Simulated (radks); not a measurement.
# Ionising cerium step by step, Ce²⁰⁺ to Ce³⁹⁺

The task here is to estimate one member of a computed series from the others.

The numbers are computed with radks (a radial shooting solver on a logarithmic mesh, Libxc functionals) version 1 (scalar-relativistic Kohn-Sham, LDA (Slater exchange, VWN5 correlation), spin-polarised, spherical densities, finite nucleus; open shells are filled with parallel spins first), except any that are marked as measured or tabulated.

**The atom as given**

- element: cerium (Z = 58)
- charges: 20 to 39
- first configuration: [Kr] 4d2
- last configuration: [Ar] 3d1

Outer shells as boxes (Hund's rule):

Ce²⁰⁺
```
[Kr] core
4d [↑ ][↑ ][  ][  ][  ]
```

Ce³⁹⁺
```
[Ar] core
3d [↑ ][  ][  ][  ][  ]
```

The first run:

Input:

```text
Z 58
configuration [Kr] 4d2
relativity scalar-relativistic
functional lda,vwn5
spin polarised
nucleus finite rms 4.8771 fm
c 137.035999084
```

Among the steps run: Ce²⁰⁺, [Kr] 4d2.

One table of the session follows, with a row left open; its other results are not shown here.

It belongs to the step «Ce²⁰⁺, [Kr] 4d2». Radial moments (bohr):

| level | <r> | outermost maximum (interpolated) | 90 % within | nodes |
| --- | --- | --- | --- | --- |
| 3d up | 0.2508 | 0.204 | 0.391 | 0 |
| 3d down | 0.2507 | 0.204 | 0.391 | 0 |
| 4s up | 0.5973 | 0.573 | 0.848 | 3 |
| 4s down | ? | ? | ? | ? |
| 4p up | 0.6183 | 0.591 | 0.885 | 2 |
| 4p down | 0.6185 | 0.591 | 0.886 | 2 |
| 4d up | 0.6386 | 0.601 | 0.933 | 1 |
| 4d down | 0.6391 | 0.601 | 0.935 | 1 |

**Question.** Estimate the row for 4s down.

**Answer.** <r>: 0.5974; outermost maximum (interpolated): 0.573; 90 % within: 0.849; nodes: 3. In the column «<r>» it lies between 4s up (0.5973) and 4p up (0.6183).

Limits of these values: Open shells are spherical and high-spin; term and fine-structure splittings are not resolved.
